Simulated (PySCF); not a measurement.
# SeNF₃: relaxation and vibrations of the singlet

Where does singlet SeNF₃ go from a PBE0 minimum start, is the end point a minimum, and what are its modes, charges and moments?

Program: PySCF 2.14.0. Level of theory: PBE0, basis Se def2-SVP, N def2-SVP, F def2-SVP, no relativity, density fitting. These are calculated values, not measurements.

## 1. The starting structure

5 atoms, charge 0, spin multiplicity 1.

Bond lengths: Se1–N2 1.573 Å, Se1–F3 1.731 Å, Se1–F4 1.731 Å, Se1–F5 1.731 Å. Angles: N2–Se1–F3 124.5°, N2–Se1–F4 124.5°, N2–Se1–F5 124.5°, F3–Se1–F4 91.0°, F3–Se1–F5 91.0°, F4–Se1–F5 91.0°.

Z-matrix (Å, degrees; charge 0 multiplicity 1):
```
Se
N  1 1.5731
F  1 1.7315 2 124.55
F  1 1.7315 2 124.55 3 -120.00
F  1 1.7315 2 124.55 3 120.00
```

## 2. Finding the electronic state

One driver script runs all steps and calls PySCF; scf.py shows how it sets up the SCF of each step. The optimiser is the driver's own. After this first run the driver tries any further starts and a stability analysis.

Input file scf.py:

```python
from pyscf import gto, scf, dft
mol = gto.M(atom='''
Se     0.000000    -0.183918    -0.130111
N      0.000000    -1.468151    -1.038626
F      1.235085     0.205863     1.019109
F     -1.235085     0.205863     1.019109
F     -0.000000     1.441334    -0.727292''',
    basis={'Se': 'def2-SVP', 'N': 'def2-SVP', 'F': 'def2-SVP'},
    charge=0, spin=0)
mf = dft.RKS(mol, xc='PBE0')
mf.grids.atom_grid = (50, 194)
aux = {'Se': 'def2-universal-JKFIT', 'N': 'def2-universal-JKFIT', 'F': 'def2-universal-JKFIT'}
mf = mf.density_fit(auxbasis=aux)
mf.conv_tol = 1e-08
mf.diis_space = 10
mf.max_cycle = 60
mf.init_guess = 'minao'
mf.verbose = 4
mf.kernel()
```

The run is started by

```bash
OMP_NUM_THREADS=2 python axn.py task.json out
```

The log of the run:

```text
init E= -2754.33119359697
  HOMO = -0.333996452493415  LUMO = -0.149911777439453  gap/eV = 5.00920
cycle= 1 E= -2754.22963073184  delta_E= 0.102  |g|= 1.06  |ddm|= 2.94
  HOMO = -0.342727143176623  LUMO = -0.148449643125268  gap/eV = 5.28656
cycle= 2 E= -2753.7250970966  delta_E= 0.505  |g|= 1.91  |ddm|=  2.6
  HOMO = -0.389303453461027  LUMO = -0.140801133359507  gap/eV = 6.76209
cycle= 3 E= -2754.36981479039  delta_E= -0.645  |g|= 0.566  |ddm|= 1.97
  HOMO = -0.35200617987417  LUMO = -0.137222025708699  gap/eV = 5.84457
cycle= 4 E= -2754.44252896866  delta_E= -0.0727  |g|= 0.0404  |ddm|= 0.494
  HOMO = -0.35189609535079  LUMO = -0.13194763481495  gap/eV = 5.98510
cycle= 5 E= -2754.44286626873  delta_E= -0.000337  |g|= 0.00752  |ddm|= 0.0385
  HOMO = -0.352692215456543  LUMO = -0.132763908064349  gap/eV = 5.98455
cycle= 6 E= -2754.44287315613  delta_E= -6.89e-06  |g|= 0.00136  |ddm|= 0.00529
  HOMO = -0.352684772922106  LUMO = -0.132665473302596  gap/eV = 5.98703
cycle= 7 E= -2754.44287365059  delta_E= -4.94e-07  |g|= 0.000285  |ddm|= 0.00213
  HOMO = -0.352684143460979  LUMO = -0.13266733283925  gap/eV = 5.98696
cycle= 8 E= -2754.44287367195  delta_E= -2.14e-08  |g|= 4.86e-05  |ddm|= 0.000258
  HOMO = -0.352686930719689  LUMO = -0.132674200604417  gap/eV = 5.98685
cycle= 9 E= -2754.44287367234  delta_E= -3.92e-10  |g|= 3.08e-05  |ddm|= 6.09e-05
  HOMO = -0.352683528993129  LUMO = -0.132672548828594  gap/eV = 5.98680
Extra cycle  E= -2754.44287367196  delta_E= 3.86e-10  |g|= 5.64e-05  |ddm|= 6.28e-05
converged SCF energy = -2754.44287367196
```

This step, with its further starts and checks, ran for 8.4 s (2 threads of Arm Neoverse V1, shared host).

The test of internal stability found no lower closed-shell solution.

## 3. Relaxing the singlet from the PBE0 minimum start

The program finds C3v symmetry in the start, which this walk keeps. The walk stops when the largest gradient is under 0.0003 Eh/bohr and the energy has settled too.

Edit scf.py of step 2 so:

```diff
@@ -3,5 +3,5 @@
-Se     0.000000    -0.183918    -0.130111
-N      0.000000    -1.468151    -1.038626
-F      1.235085     0.205863     1.019109
-F     -1.235085     0.205863     1.019109
-F     -0.000000     1.441334    -0.727292''',
+Se     0.000000    -0.183577    -0.129869
+N      0.000000    -1.467809    -1.038385
+F      1.235085     0.206205     1.019351
+F     -1.235085     0.206205     1.019351
+F      0.000000     1.441676    -0.727050''',
@@ -17 +16,0 @@
-mf.init_guess = 'minao'
```

The optimiser's trace:

| step | energy (Eh) | change (kJ/mol) | largest symmetric gradient (Eh/bohr) |
| --- | --- | --- | --- |
| 0 | -2754.442874 | 0.00 | 0.00059 |
| 1 | -2754.442875 | 0.00 | 0.00020 |

The walk took 7.1 s.

It settles in C3v symmetry, 0.0 kJ/mol below the start, after 1 steps: Se–F 1.731 Å (×3), Se–N 1.573 Å; F–Se–F 91.1° (×3), F–Se–N 124.5° (×3).

## 4. Frequencies

The point is checked on the finer grid, and tightened if its gradient asks for it. The Hessian and the dipole derivatives come from central differences of analytic gradients, with steps of 0.02 bohr.

Edit scf.py of step 3 so:

```diff
@@ -3,5 +3,5 @@
-Se     0.000000    -0.183577    -0.129869
-N      0.000000    -1.467809    -1.038385
-F      1.235085     0.206205     1.019351
-F     -1.235085     0.206205     1.019351
-F      0.000000     1.441676    -0.727050''',
+Se     0.000000    -0.184013    -0.130178
+N      0.000000    -1.468256    -1.038701
+F      1.235083     0.205771     1.019042
+F     -1.235083     0.205771     1.019042
+F      0.000000     1.441240    -0.727355''',
@@ -11 +11 @@
-mf.grids.atom_grid = (50, 194)
+mf.grids.atom_grid = (75, 302)
@@ -14 +14 @@
-mf.conv_tol = 1e-08
+mf.conv_tol = 1e-10
```

The driver hands on the density of the step before, so the log starts near convergence.

SCF at the final geometry:

```text
init E= -2754.44302911886
  HOMO = -0.352694251601462  LUMO = -0.132677449451776  gap/eV = 5.98696
cycle= 1 E= -2754.4430291188  delta_E= 6.5e-11  |g|= 1.61e-05  |ddm|= 1.87e-05
  HOMO = -0.352690644936269  LUMO = -0.132677333685157  gap/eV = 5.98687
cycle= 2 E= -2754.44302911825  delta_E= 5.52e-10  |g|= 5.14e-05  |ddm|= 5.97e-05
  HOMO = -0.352693384276345  LUMO = -0.132677360045175  gap/eV = 5.98694
cycle= 3 E= -2754.44302911888  delta_E= -6.32e-10  |g|= 1.78e-06  |ddm|= 4.56e-05
  HOMO = -0.352693364391376  LUMO = -0.132677376334646  gap/eV = 5.98694
cycle= 4 E= -2754.44302911888  delta_E= 9.09e-13  |g|= 1.13e-07  |ddm|= 1.26e-06
  HOMO = -0.352693392208402  LUMO = -0.132677392902568  gap/eV = 5.98694
Extra cycle  E= -2754.44302911888  delta_E= -5.46e-12  |g|= 2.17e-07  |ddm|= 2.52e-07
converged SCF energy = -2754.44302911888
```

The whole step took 89 s.

Geometry: C3v; Se–F 1.731 Å (×3), Se–N 1.573 Å; F–Se–F 91.0° (×3), F–Se–N 124.5° (×3).

Harmonic modes (main isotopes):

```tsv
symmetry	ω (cm⁻¹)	IR (km/mol)	μ (u)	type
e	236	12.2	16.89	bend
e	281	21.5	20.86	bend
a1	361	26.0	21.50	bend
e	674	219	22.73	stretch
a1	690	86.8	20.40	stretch
a1	1190	24.2	16.52	stretch
```

No imaginary mode, so this is a minimum.

Properties at this point:

* Dipole moment: 0.59 D
* Highest occupied level: -9.60 eV
* Lowest empty level: -3.61 eV
* Rotational constants: 0.1454, 0.1205, 0.1205 cm⁻¹
* Zero-point energy: 27.7 kJ/mol
* Principal polarisabilities: 25.1, 25.1, 39.5 bohr³
* Atomisation energy without zero-point energy: 1066 kJ/mol
* Principal traceless quadrupole moments about the centre of mass: -4.61, 2.31, 2.31 D Å
* Entropy at 298.15 K and 1 bar: 308.8 J/(mol K)
* Heat capacity Cp at 298.15 K: 80.8 J/(mol K)
* Enthalpy at 298.15 K above 0 K: 16.82 kJ/mol
* Rotational symmetry number: 3

Populations by atom (charges in e):

```json
{"atom": "Se1", "Mulliken": "1.28", "Löwdin": "1.05", "polar tensor": "1.99", "Mayer order to Se1": "–"}
{"atom": "N2", "Mulliken": "-0.35", "Löwdin": "-0.39", "polar tensor": "-0.31", "Mayer order to Se1": "2.42"}
{"atom": "F3,4,5", "Mulliken": "-0.31", "Löwdin": "-0.22", "polar tensor": "-0.56", "Mayer order to Se1": "0.86"}
```

Mulliken populations on Se1: s 7.45, p 14.59, d 10.68.

## 5. What came out

| quantity | value |
| --- | --- |
| minimum | singlet, C3v |
| geometry | Se–F 1.731 Å (×3), Se–N 1.573 Å; F–Se–F 91.0° (×3), F–Se–N 124.5° (×3) |
| wavenumbers (cm⁻¹) | 236 (e), 281 (e), 361 (a1), 674 (e), 690 (a1), 1190 (a1) |
| dipole moment | 0.59 D |
| highest occupied, lowest empty level | -9.60, -3.61 eV |
| polar-tensor charge of Se1 | +1.99 e |
| zero-point energy | 27.7 kJ/mol |
| entropy at 298.15 K | 308.8 J/(mol K) |
| atomisation energy (no zero-point energy) | 1066 kJ/mol |

**Reading.** The molecule stays C3v, as typed, and the end point is a minimum. The strongest infrared band lies at 674 cm⁻¹ (e, stretch). Only this shape and spin were tried, so other structures or states may lie lower.

The search up to here took 1.7 min.
